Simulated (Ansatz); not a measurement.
# GeH5O (doublet): wave-function methods side by side at distance O1–H3 along a hydrogen transfer = 1.063 Å, cc-pVDZ

How much of the correlation energy of GeH5O (doublet) does each wave-function method recover here?

Computed with Ansatz 0.2.0, Gaussian basis. Level: cc-pVDZ, core rule «outside noble gas», up to 15 orbitals frozen.

Plan: UHF; CCSD(T) on ROHF; CCSD(T) on UHF; BCCD(T) on ROHF; CISD; CCSDT(Q) on ROHF; CCSDT(Q) on UHF; CASSCF and MRCISD+Q, 3 electrons in 3 orbitals; CASSCF and NEVPT2, 3 electrons in 3 orbitals.

## 1. The system

The geometry derives from fragments relaxed apart (PBE0/def2-TZVP) and kept rigid, so it is no stationary point. A hydrogen atom is moved between rigid fragments. No spin-orbit coupling is included. The filled d shell of Ge may be among the frozen orbitals whatever the setting's name suggests; the logs give the count.

7 atoms, charge 0, spin multiplicity 2.

Atoms are counted from 1 here; the program's logs count them from 0.

Bond lengths: O1–H2 0.960 Å, O1–H3 1.063 Å, Ge4–H5 1.539 Å, Ge4–H6 1.539 Å, Ge4–H7 1.539 Å. Angles: H2–O1–H3 105.1°, H5–Ge4–H6 111.2°, H5–Ge4–H7 111.2°, H6–Ge4–H7 111.2°.

## 2. UHF

in.yaml reads:

```yaml
crystal:
  periodic: [false, false, false]
  atoms:
    - {symbol: O, position_ang: [-2.618996, -0.009969, -0.000001]}
    - {symbol: H, position_ang: [-2.868305, 0.916606, -0.000001]}
    - {symbol: H, position_ang: [-1.555996, -0.009969, -0.000001]}
    - {symbol: Ge, position_ang: [0.594004, -0.009969, 0.000000]}
    - {symbol: H, position_ang: [1.062672, -1.475884, 0.000000]}
    - {symbol: H, position_ang: [1.062674, 0.722988, -1.269519]}
    - {symbol: H, position_ang: [1.062672, 0.722988, 1.269520]}
basis:
  gaussian: {orbitals: cc-pVDZ}
magnetization: {spin_polarized: true, initial_magnetization: 1}
hamiltonian: {xc: hf}
output: {orbitals: {seedname: orbitals}}
```

Command:

```
> ansatz run in.yaml --threads 1 --pin off --events-out ev --progress --plain --max-ram 4096MiB --backend cpu
```

The runs that follow: CCSD(T) on ROHF; CCSD(T) on UHF; BCCD(T) on ROHF; CISD; CCSDT(Q) on ROHF; CCSDT(Q) on UHF; CASSCF and MRCISD+Q, 3 electrons in 3 orbitals; CASSCF and NEVPT2, 3 electrons in 3 orbitals.

**Question.** What will the summary of the whole plan be? Wanted: UCCSDT(Q) below the RHF energy; RMP2 from UCCSDT(Q); UMP2 from UCCSDT(Q); RCCSD from UCCSDT(Q); RCCSD(T) from UCCSDT(Q); UCCSD(T) from UCCSDT(Q); RCCSDT(Q) from UCCSDT(Q); NEVPT2 pair from UCCSDT(Q); MRCISD+Q pair from UCCSDT(Q).

The runs gave:

| quantity | value |
| --- | --- |
| UCCSDT(Q) below the RHF energy | -9.4135 eV |
| RMP2 from UCCSDT(Q) | +1143.9 meV |
| UMP2 from UCCSDT(Q) | +1146.7 meV |
| RCCSD from UCCSDT(Q) | +210.5 meV |
| RCCSD(T) from UCCSDT(Q) | +43.1 meV |
| UCCSD(T) from UCCSDT(Q) | +39.7 meV |
| RCCSDT(Q) from UCCSDT(Q) | +3.8 meV |
| NEVPT2 pair from UCCSDT(Q) | +1141.7 meV |
| MRCISD+Q pair from UCCSDT(Q) | +133.4 meV |
| levels within 1 kcal/mol (43 meV) | RCCSD(T), UCCSD(T), BCCD(T), RCCSDT, UCCSDT, RCCSDT(Q) |
| T1 diagnostic | 0.015 |

In words: RCCSD(T) lands +43.1 meV from the yardstick (0.5 % of the correlation energy). Of the multireference levels listed MRCISD+Q pair comes nearest in total energy (+133.4 meV), which doesn't show that its space is the better one. These misses are within one basis, not against nature; the frozen cores of restricted and unrestricted runs differ, which can shift their rows.
